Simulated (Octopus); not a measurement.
The system is BiS.

```
Bi S
1.0
     4.00294    0.00000    0.00000
     0.00000    4.00294    0.00000
     0.00000    0.00000    4.00294
Bi S
1 1
Cartesian
  2.0015 2.0015 2.0015
  0.0000 0.0000 0.0000
```

The cell was built by a generator and needn't be a form met in nature.

* Program: Octopus 16.4
* Task: single point
* Functional: PBE
* Potentials or basis: PseudoDojo 0.4.1 standard (PBE)
* Grid spacing: 0.133 Å
* k mesh: 7 × 7 × 7
* Occupations: fermi-dirac, width 0.05 eV
* Spin: no spin polarisation

On this cell: largest force zero by symmetry; band gap on the k mesh none (metal or under the smearing width).

The same run follows on a disturbed copy (atoms moved at random, drawn with an rms of 0.05 Å):

```
CELL_PARAMETERS angstrom
4.00294 0.00000 0.00000
0.00000 4.00294 0.00000
0.00000 0.00000 4.00294
ATOMIC_POSITIONS crystal
Bi 0.49026 0.49025 0.49822
S 0.99951 0.99795 0.00444
```

**Question.** What changes?

**Answer.** The energy (extrapolated to zero smearing) moves by -2.4 meV/atom; largest force 0.112 eV/Å; band gap on the k mesh none (metal or under the smearing width).

Forces in eV/Å, atoms in the order of the input:
```
Bi  -0.076 -0.064 -0.052
S    0.076  0.064  0.052
```

The energy falls, though the first cell shows no forces: that form is unstable against this distortion, unless noise or another electronic state is at work.

Caveats: spin-orbit coupling is left out, which moves the levels of the heavy elements.
